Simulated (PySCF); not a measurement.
**InN2H5 (SMILES [NH2][InH][NH2]) at 6 levels**

Aim: a comparison of 6 runs (HF/STO-3G, HF/def2-SVP, B2PLYP/def2-SVP, PBE0/def2-SVP, CAM-B3LYP/def2-TZVP, MP2/def2-SVP) of InN2H5. 

Program for the calculation: PySCF 2.14.0.

3 further runs of the same task are left out: 3 set aside as unsound or not needed.

### Step 1. The molecule

InN2H5: 8 atoms, total charge 0, spin state singlet. SMILES: `[NH2][InH][NH2]`. The shape is that of a PBE0-D4/def2-TZVP optimisation.

Bond lengths: N1–In2 2.018 Å, In2–N3 2.018 Å, N1–H4 1.008 Å, N1–H5 1.008 Å, In2–H6 1.703 Å, N3–H7 1.008 Å, N3–H8 1.008 Å. Angles: N1–In2–N3 112.7°, N1–In2–H6 123.6°, N3–In2–H6 123.6°, In2–N1–H4 119.3°, In2–N1–H5 119.7°, In2–N3–H7 119.7°, In2–N3–H8 119.3°, H4–N1–H5 109.6°, H7–N3–H8 109.6°.

### Step 2. Energy and gradient at HF/STO-3G (run 1)

The input, job.py:

```python
import pyscf.grad
from pyscf import gto

molecule = gto.M(
    atom='''
N   -0.969700   0.858000  -1.127000
In   0.248000   0.564800   0.455500
N    0.742700  -1.375200   0.709600
H   -1.482100   0.076800  -1.506600
H   -1.538200   1.689200  -1.171800
H    0.799000   1.819200   1.467500
H    1.570900  -1.614700   1.231800
H    0.629500  -2.018100  -0.059000
''',
    basis='sto-3g',
    verbose=4,
    max_memory=1860,
)

mf = molecule.RHF()
mf.conv_tol = 1e-10
mf.kernel()
if not mf.converged:
    mf = mf.newton().run(mf.mo_coeff, mf.mo_occ)

energy = mf.e_tot
print(f'total energy: {energy:.8f} hartree')
grad = mf.Gradients().kernel()
mf.analyze()
```

Started as:

```
$ OMP_NUM_THREADS=1 python job.py
```

Standard output:

```text
PySCF version 2.14.0

[... 63 lines left out ...]
total energy: -5793.28046057 hartree
[... 17 lines left out ...]
DFT Exchange-Correlation Energy =     -170.001744793273247
[... 7 lines left out ...]
MO #6   energy= -27.6918382483765  occ= 2
[... 5 lines left out ...]
MO #12  energy= -16.5769632341262  occ= 2
[... 5 lines left out ...]
MO #18  energy= -3.04814465523489  occ= 2
[... 5 lines left out ...]
MO #24  energy= -0.554305795431999 occ= 2
[... 5 lines left out ...]
MO #30  energy= -0.443296546308343 occ= 2
[... 5 lines left out ...]
MO #36  energy= 0.367512210453511  occ= 0
[... 5 lines left out ...]
MO #42  energy= 0.82790805053095   occ= 0
[... 53 lines left out ...]
Dipole moment(X, Y, Z, Debye):  0.12537,  0.28734,  0.23257
```

Run time: 2.1 s. Hardware: 1 thread of AMD EPYC 9R45 (Zen 5), shared host; peak memory 0.12 GiB.

### Step 3. Energy and forces at HF/def2-SVP (core potential) (run 2)

The input, run.py:

```python
import pyscf.grad
from pyscf import gto, scf

mol = gto.M(
    atom='''
N     -1.832467     1.621385    -2.129721
In     0.468652     1.067317     0.860770
N      1.403500    -2.598751     1.340950
H     -2.800763     0.145131    -2.847061
H     -2.906777     3.192125    -2.214381
H      1.509891     3.437790     2.773173
H      2.968571    -3.051341     2.327765
H      1.189583    -3.813656    -0.111494
''',
    unit='bohr',
    max_memory=1860,
    verbose=4,
    ecp={'In': 'def2-svp'},
    basis='def2-svp',
)

myscf = scf.RHF(mol)
myscf.conv_tol = 1e-10
myscf.kernel()
if not myscf.converged:
    myscf = myscf.newton().run(myscf.mo_coeff, myscf.mo_occ)

e_final = myscf.e_tot
print('E(%s) = %.9f' % ('HF', e_final))
grad = myscf.Gradients().kernel()
myscf.analyze()
```

Started as:

```
$ OMP_NUM_THREADS=1 python run.py
```

Standard output:

```text
PySCF version 2.14.0

[... 87 lines left out ...]
MO #2   energy= -15.5134840961224  occ= 2
[... 10 lines left out ...]
MO #13  energy= -0.985283658245062 occ= 2
[... 10 lines left out ...]
MO #24  energy= 0.173973857953337  occ= 0
[... 10 lines left out ...]
MO #35  energy= 0.601807450808483  occ= 0
[... 10 lines left out ...]
MO #46  energy= 1.14135180642225   occ= 0
[... 10 lines left out ...]
MO #57  energy= 2.03315307990844   occ= 0
[... 10 lines left out ...]
MO #68  energy= 2.96239084310118   occ= 0
[... 10 lines left out ...]
MO #79  energy= 61.7091142089281   occ= 0
[... 90 lines left out ...]
Dipole moment(X, Y, Z, Debye): -0.00067,  0.00047,  0.00113
```

It took 3.9 s on 1 thread of AMD EPYC 9R45 (Zen 5), shared host; peak memory 0.16 GiB.

Runs 3 to 5 aren't shown in full; the table further down has their settings and results.

### Step 4. Energy and forces at MP2/def2-SVP (core potential) (run 6)

The input, calc.py:

```python
# [NH2][InH][NH2]
from pyscf import gto, scf, mp

system = gto.M(
    atom=[
    ('N', (-0.969700, 0.858000, -1.127000)),
    ('In', (0.248000, 0.564800, 0.455500)),
    ('N', (0.742700, -1.375200, 0.709600)),
    ('H', (-1.482100, 0.076800, -1.506600)),
    ('H', (-1.538200, 1.689200, -1.171800)),
    ('H', (0.799000, 1.819200, 1.467500)),
    ('H', (1.570900, -1.614700, 1.231800)),
    ('H', (0.629500, -2.018100, -0.059000)),
],
    verbose=4,
    basis='def2-svp',
    charge=0,
    ecp={'In': 'def2-svp'},
    max_memory=1860,
    spin=0,
)

hf = scf.RHF(system)
hf.conv_tol = 1e-10
hf.kernel()
if not hf.converged:
    hf = hf.newton().run(hf.mo_coeff, hf.mo_occ)

pt = mp.MP2(hf, frozen=6).run()
energy = pt.e_tot
print('Final energy', energy)
grad = pt.nuc_grad_method().kernel()
hf.analyze()
```

Started as:

```
$ OMP_NUM_THREADS=1 python calc.py
```

Standard output:

```text
PySCF version 2.14.0

[... 92 lines left out ...]
MO #2   energy= -15.5134840615249  occ= 2
[... 10 lines left out ...]
MO #13  energy= -0.985283684841531 occ= 2
[... 10 lines left out ...]
MO #24  energy= 0.173973834793271  occ= 0
[... 10 lines left out ...]
MO #35  energy= 0.60180745152978   occ= 0
[... 10 lines left out ...]
MO #46  energy= 1.14135179421787   occ= 0
[... 10 lines left out ...]
MO #57  energy= 2.03315302223122   occ= 0
[... 10 lines left out ...]
MO #68  energy= 2.96239105923148   occ= 0
[... 10 lines left out ...]
MO #79  energy= 61.7091141608256   occ= 0
[... 90 lines left out ...]
Dipole moment(X, Y, Z, Debye): -0.00067,  0.00047,  0.00113
```

Run time: 6.3 s. Hardware: 1 thread of AMD EPYC 9R45 (Zen 5), shared host; peak memory 0.55 GiB.

### Step 5. All runs side by side

| run | level | core potential | task | energy (Eh) | dipole moment (D) of the reference | HOMO energy (eV) | LUMO energy (eV) | wall time |
| --- | --- | --- | --- | --- | --- | --- | --- | --- |
| 1 | HF/STO-3G | – | gradient | -5793.280461 | 0.39 | -6.94 | 7.11 | 2.1 s |
| 2 | HF/def2-SVP (core potential) | def2-svp | gradient | -300.915977 | 0.00 | -9.94 | 2.17 | 3.9 s |
| 3 | B2PLYP/def2-SVP (core potential) | def2-svp | energy | -302.150459 | 0.22 | -7.67 | 0.64 | 7.8 s |
| 4 | PBE0/def2-SVP (core potential) | def2-svp | gradient | -302.413841 | 0.37 | -6.40 | -0.23 | 12 s |
| 5 | CAM-B3LYP/def2-TZVP (core potential) | def2-svp | gradient | -302.627186 | 0.12 | -8.11 | 0.28 | 71 s |
| 6 | MP2/def2-SVP (core potential) | def2-svp | gradient | -301.360659 | 0.00 | -9.94 | 2.17 | 6.3 s |

### Step 6. Outcome

| quantity | value |
| --- | --- |
| run 6: total energy | -301.36066 Eh |
| run 6: dipole moment (Hartree–Fock density) | 0.00 D |
| run 6: HOMO energy (Hartree–Fock orbitals) | -9.94 eV |
| run 6: LUMO energy (Hartree–Fock orbitals) | 2.17 eV |
| run 6: HOMO–LUMO gap (Hartree–Fock orbitals) | 12.11 eV |
| run 6: correlation energy (6 core orbitals frozen) | -444.7 mEh |
| run 6: largest force on an atom | 0.359 eV/Å |

**Reading.** Over runs 1, 2, 3, 4, 5 the dipole moment (its size) runs from 0.00 D (HF/def2-SVP) to 0.39 D (HF/STO-3G). The two ends differ in basis and core potential. Over runs 1, 2, 3, 4, 5 the HOMO–LUMO gap runs from 6.17 eV (PBE0/def2-SVP) to 14.05 eV (HF/STO-3G). The two ends differ in method and basis and core potential. Totals of different functionals can't be ranked against each other. Some runs of one species differ in core potentials or relativity; totals across that change don't compare. In run 1 the basis is minimal, so the values are rough. In run 1 relativity is left out where basis or elements ask for it. All runs together took 1.7 min, the longest 71 s.
